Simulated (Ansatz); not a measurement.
**ZrS+ (quartet): wave-function methods side by side, def2-SVP**

The task here is to estimate one member of a computed series from the others.

Method: def2-SVP, core rule «outside noble gas», up to 9 orbitals frozen; program: Ansatz 0.2.0, Gaussian basis.

Plan: UHF; CCSD(T) on ROHF; CCSD(T) on UHF; CISD as a restricted active space (open shells left free, so some higher excitations enter); CCSDT(Q) on ROHF; CCSDT(Q) on UHF.

23 further runs of the same task are left out: 10 for a known fault of the program, 4 that didn't finish, 9 set aside as unsound or not needed. Runs told in other sessions of the task aren't counted.

### The system

The geometry is a PBE0/def2-TZVP stationary point (not a proven minimum) of the parent state, kept for this charge and spin. No spin-orbit coupling is included. Elements past krypton take def2 core potentials.

2 atoms, charge 1, spin multiplicity 4.

Atoms are counted from 1 here; the program's logs count them from 0.

Bond lengths: Zr1–S2 2.183 Å.

Set-up of the first run:

File in.yaml:

```yaml
crystal:
  periodic: [false, false, false]
  atoms:
    - {symbol: Zr, position_ang: [0.000000, 0.000000, 0.000000]}
    - {symbol: S, position_ang: [0.000000, 0.000000, 2.182917]}
basis:
  gaussian: {orbitals: def2-SVP}
total_charge: 1
magnetization: {spin_polarized: true, initial_magnetization: 3}
hamiltonian: {xc: hf}
output: {orbitals: {seedname: orbitals}}
```

Command:

```bash
$ ansatz run in.yaml --threads 1 --pin off --events-out ev --progress --plain --max-ram 2393MiB
```

Steps of the session up to this table: UHF; CCSD(T) on ROHF; CCSD(T) on UHF; CISD as a restricted active space (open shells left free, so some higher excitations enter); CCSDT(Q) on ROHF; CCSDT(Q) on UHF.

One of the session's tables, all rows but one given; the rest of the session is left out.

```
   method  from RCCSDT(Q) (kcal/mol)
     ROHF                    +106.71
      UHF                    +102.72
     RMP2                     +17.54
     UMP2                     +16.45
    RCCSD                          ?
    UCCSD                      +3.67
 RCCSD(T)                      +0.91
 UCCSD(T)                      -0.60
   RCCSDT                      +0.20
   UCCSDT                      -1.30
RCCSDT(Q)                          0
UCCSDT(Q)                      -1.62
```

Estimate the missing values for RCCSD.

As computed: from RCCSDT(Q) (kcal/mol): +5.27. In the column «from RCCSDT(Q) (kcal/mol)» it lies between UCCSD (+3.67) and UMP2 (+16.45).

Not comparable, so not listed: CISD as a restricted active space (open shells left free, so some higher excitations enter) (they don't share determinant, frozen orbitals or solution with the rows shown, or repeat one).

Caveats from the session: Restricted and unrestricted rows rest on different reference determinants; a gap between their highest levels can come from leftover correlation error, from unlike frozen cores or from another state.
